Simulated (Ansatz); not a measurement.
Crystal: AlSn.

```
Sn Al
1.0
     4.19811    0.00000    0.00000
    -2.09905    3.63567    0.00000
     0.00000    0.00000    3.30685
Sn Al
1 1
Direct
  0.33333 0.66667 0.50000
  0.00000 0.00000 0.00000
```

The cell comes from a database or a generator and needn't be the stable form of this composition.

```yaml
Program: Ansatz 0.2.0
Task: relaxation of cell and atoms
Functional: LDA
Potentials_or_basis: Ansatz PAW
Cutoff: "420 eV (not typed: the program's choice for these potentials)"
k_mesh: 7 × 7 × 8
Occupations: fermi-dirac, width 0.05 eV
Spin: no spin polarisation
```

At the start: volume 25.24 Å³/atom.

Problem. How do energy, volume and symmetry change on relaxing?

Solution. It ends after 6 steps and the volume is 23.76 Å³/atom (-5.8 %); space group P-6m2 (No. 187, to 0.05 Å).

Step by step:
```tsv
step	energy change (eV)	largest force (eV/Å)	volume (Å³)
1	0.0000	0.0000	50.47
2	-0.0256	0.0000	46.45
3	-0.0300	0.0000	47.63
4	-0.0301	0.0000	47.54
5	-0.0301	0.0000	47.52
6	-0.0296	0.0000	47.52
```

Final structure:
```yaml
crystal:
  lattice:
    - [4.10359, 0.00000, 0.00000]
    - [-2.05180, 3.55381, 0.00000]
    - [0.00000, 0.00000, 3.25855]
  atoms:
    - { symbol: Sn, position: [0.33333, 0.66667, 0.50000] }
    - { symbol: Al, position: [0.00000, 0.00000, 0.00000] }
```

Caveat: the plane-wave basis is chosen anew once the cell has moved, so the energies of steps on either side of that aren't comparable; the PAW data sets come from PBE, with cores solved anew for the run's functional, which leaves a small shift of forces and pressure.
